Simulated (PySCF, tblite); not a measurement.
**C₅H₉ClSSi: geometry, infrared bands and NMR shifts**

Wanted: the infrared bands and NMR shifts of C₅H₉ClSSi (`C=C(Cl)[C@@H]1C[C@H]1S[SiH3]`), by calculation.

The runs use tblite 0.8.0 and PySCF 2.14.0, with density-fitted response routines of our own; the level of theory stands in each step. All values are computed, except where a source is named. Atoms count from 0, in the outputs and in this text.

## 1. The molecule as given

17 atoms, charge 0, multiplicity 1; geometry from: force field or distance geometry start.

Bonds of the start (Å): C0–C1 1.32, C1–Cl2 1.77, C1–C3 1.48, C3–C4 1.51, C4–C5 1.50, C5–S6 1.79, S6–Si7 2.13, C5–C3 1.52, C0–H8 1.08, C0–H9 1.09, C3–H10 1.10, C4–H11 1.12, C4–H12 1.11, C5–H13 1.12, Si7–H14 1.46, Si7–H15 1.48, Si7–H16 1.47.

## 2. Geometry optimisation with GFN2-xTB

The job: settings as JSON, then the geometry in Å.

```
{"job": {"kind": "relax", "xc": "GFN2-xTB", "basis": "xTB"}, "charge": 0, "multiplicity": 1}
C     -2.719800     1.612500     0.064300
C     -2.136900     0.458200     0.310200
Cl    -2.632100    -0.442000     1.747100
C     -1.069900    -0.132100    -0.521200
C     -0.557800    -1.527800    -0.252700
C      0.224100    -0.347700     0.256400
S      1.640100     0.298900    -0.625600
Si     3.508500     0.059400     0.377200
H     -2.468300     2.224800    -0.791400
H     -3.494000     1.933000     0.758600
H     -0.973200     0.202600    -1.568900
H     -1.208200    -2.108200     0.443000
H     -0.159100    -2.116800    -1.101400
H      0.189100    -0.273200     1.373500
H      3.851600    -1.337600     0.620600
H      3.464900     0.814100     1.646600
H      4.534000     0.694100    -0.459600
```

On the command line:

```bash
$ OMP_NUM_THREADS=1 python probes_run.py task.json out
```

This one command runs all jobs of the session in turn.

**Question.** This job is followed by: GFN2-xTB harmonic vibrations, gas phase; GIAO PBE0/pcSseg-1 NMR shielding, non-relativistic, gas phase. Predict these results of the whole session: strongest single infrared mode (GFN2-xTB); zero-point energy (GFN2-xTB); 13C shifts against TMS (PBE0/pcSseg-1); 1H shifts against TMS (PBE0/pcSseg-1, means over atoms taken as alike); 35Cl shifts against HCl (PBE0/pcSseg-1); 33S shifts against CS2 (PBE0/pcSseg-1); 29Si shifts against TMS (PBE0/pcSseg-1); surface potential, 1st and 99th percentile.

**Answer**, as computed:

```
                                                              quantity                                         value
                             strongest single infrared mode (GFN2-xTB)                          764 cm⁻¹, 468 km/mol
                                          zero-point energy (GFN2-xTB)                                 74.7 kcal/mol
                                13C shifts against TMS (PBE0/pcSseg-1)            154.7, 118.3, 31.6, 23.4, 20.3 ppm
1H shifts against TMS (PBE0/pcSseg-1, means over atoms taken as alike)  5.73, 5.56, 4.56, 2.11, 1.84, 1.43, 0.73 ppm
                               35Cl shifts against HCl (PBE0/pcSseg-1)                                       204 ppm
                                33S shifts against CS2 (PBE0/pcSseg-1)                                      -141 ppm
                               29Si shifts against TMS (PBE0/pcSseg-1)                                     -56.9 ppm
                                 surface potential, 1st and 99th percentile                            -0.92 V and 1.11 V
```

In words: Relaxing lowered the energy by 0.465 eV in 166 steps; the close pair that moved most is C5–H13, from 1.120 to 1.081 Å. No mode is imaginary among the 45: a minimum at this level. The strongest single mode, at 764 cm⁻¹, has its largest shares on H16, H14 and H15 (the list is cut at 3 atoms). GFN2-xTB is a fitted tight-binding method: band positions and strengths are rough. Its intensities can rank the bands wrongly. C1 (fully substituted alkene carbon) lies farthest downfield among carbon, at 154.7 ppm; the olefinic region. At PBE0/pcSseg-1: The largest span, 468 ppm, is at Cl2, where the paramagnetic term is -401 ppm.
